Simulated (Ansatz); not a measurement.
Working through a band structure of In3Sb, space group Pm-3m

Computed with Ansatz's Python interface.

The cells in order, each with its output:

**Cell 1**
```python
import ansatz as az
import matplotlib.pyplot as plt
import numpy as np
```

**Cell 2**
```python
lattice = az.Lattice.of(
    [4.836962, 0.0, 0.0],
    [0.0, 4.836962, 0.0],
    [0.0, 0.0, 4.836962],
)
sites = [
    ("In", [0.5, 0.5, 0.0]),
    ("In", [0.5, 0.0, 0.5]),
    ("In", [0.0, 0.5, 0.5]),
    ("Sb", [0.0, 0.0, 0.0]),
]
in3sb = az.Crystal(lattice=lattice)
for symbol, position in sites:
    in3sb = in3sb.atom(symbol, position)
```

**Cell 3**
```python
in3sb.resolved().sites[-1]
```
Output:
```text
Site(symbol='Sb', position=(0.0, 0.0, 0.0), moment=None, axis=None, held=None, saved=None)
```

**Cell 4**
```python
# vertices of the path, as fractions of the reciprocal vectors
path = [
    ("G", (0.0, 0.0, 0.0)),
    ("X", (0.0, 0.5, 0.0)),
    ("M", (0.5, 0.5, 0.0)),
    ("G", (0.0, 0.0, 0.0)),
    ("R", (0.5, 0.5, 0.5)),
    ("X", (0.0, 0.5, 0.0)),
]
calc = (
    in3sb.calculation()
    .functional("pbesol", dispersion="d3bjatm")
    .kpoints(density=2.5)
    .occupations("fermi_dirac", width=0.02)
    .band_structure([point for _, point in path], intervals=8)
    .scf(extra_bands=10)
    .density()
)
out = calc.run(threads=1)
data = out.report
```
Output:
```text
DeckWarning: basis.ecutwfc = 420 eV, auto-derived from the records' recommended cutoffs: set by In (normal level)
```

**Cell 5**
```python
{key: value for key, value in data.items() if isinstance(value, (int, float)) and "ev" in key}
```
Output:
```text
{'gap_by_band_count_ev': -3.409635248345463,
 'fermi_energy_ev': 9.592005157894558,
 'harris_foulkes_ev': -22985.47297167109,
 'free_energy_ev': -22985.472971663636,
 'internal_energy_ev': -22985.465223533633,
 'lagrangian_ev': -22985.472971663636,
 'energy_sigma0_ev': -22985.469097598634,
 'lagrangian_sigma0_ev': -22985.469097598634,
 'lagrangian_above_aufbau_ev': -0.0055159740862408,
 'entropy_ts_ev': 0.007748130003057387,
 'loop_fermi_energy_ev': 9.592005157894558,
 'occupations_fermi_energy_ev': 9.592005157388483}
```

**Cell 6**
```python
data["free_energy_ev"]
```
Output:
```text
-22985.472971663636
```

**Cell 7**
```python
print(f"free energy      {data['free_energy_ev']:.5f} eV")
print(f"per atom         {data['free_energy_ev'] / len(out.lattice.sites):.5f} eV")
print(f"SCF iterations   {data['n_iterations']}  (converged: {data['converged']})")
```
Output:
```text
free energy      -22985.47297 eV
per atom         -5746.36824 eV
SCF iterations   7  (converged: True)
```

**Cell 8**
```python
field = sum(channel.density_e_per_ang3 for channel in out.density().channels[:2])
fig, ax = plt.subplots(figsize=(4, 3.4))
shown = ax.imshow(np.log10(np.clip(field[:, :, 0].T, 1e-3, None)), origin="lower", extent=(0, 1, 0, 1))
fig.colorbar(shown, label="log10 density (e/A^3)")
ax.set(xlabel="fraction of grid vector 1", ylabel="fraction of grid vector 2")
fig.savefig("density_plane.png", dpi=100)
print(f"plane through the origin: {field[:, :, 0].min():.4f} to {field[:, :, 0].max():.4f} e/A^3")
```
Output:
```text
plane through the origin: 0.0472 to 23.0609 e/A^3
```

**Cell 9**
```python
bands = out.band_structure()
fermi = bands.fermi_energy_ev
print(f"zero of the bands: {fermi:.3f} eV, the Fermi level found on the SCF mesh")
reciprocal = 2 * np.pi * np.linalg.inv(out.lattice.cell_ang).T
steps = np.linalg.norm(np.diff(bands.kpoints_frac @ reciprocal, axis=0), axis=1)
distance = np.concatenate([[0], np.cumsum(steps)])
fig, ax = plt.subplots(figsize=(5, 4))
for channel, colour in zip(bands.channels, ("C0", "C3")):
    ax.plot(distance, channel.eigenvalues_ev - fermi, colour, lw=1)
ax.set_xticks(distance[::8], [label for label, _ in path])
ax.set(ylim=(-6, 6), ylabel="E - E_F (eV)", xlim=(0, distance[-1]))
ax.grid(axis="x")
fig.savefig("bands.png", dpi=100)
first = bands.channels[0].eigenvalues_ev - fermi
near = np.argsort(np.abs(first.mean(axis=0)))[:4]
for band in sorted(near):
    print(f"band {band + 1}: {first[:, band].min():.3f} to {first[:, band].max():.3f} eV")
```
Output:
```text
zero of the bands: 9.592 eV, the Fermi level found on the SCF mesh
band 26: -4.124 to -0.327 eV
band 27: -4.124 to 0.231 eV
band 28: -3.333 to 2.051 eV
band 29: -0.040 to 5.026 eV
```

Notes:
- Total energies depend on the potentials; only differences at equal settings carry meaning.
- Dispersion corrections can be off by several per cent in the lattices of metals, and by several GPa in the pressure at a fixed cell.
- The mesh is modest for a metal, so energies can be off by several to tens of meV an atom and pressures by half a GPa or more; differences at equal mesh fare better.
- An absolute Fermi energy rests on an arbitrary zero of the periodic potential and has no direct meaning.
- A gap by band count of zero or less means overlapping bands, a metal.
- Grid values close to the nuclei reflect the PAW or pseudopotential construction, not the all-electron fields.
- The structure comes from a database of computed cells and needn't be a stable or known phase.
- Levels are Kohn-Sham eigenvalues on this mesh, without spin-orbit coupling.
- Warnings are shown shortened and without file and line.
- Hardware and time: 7.2 s on 1 thread of Arm Neoverse V2 (shared host), peak memory 0.46 GiB.

(Lines on the test bed's own set-up are left out of the output.)
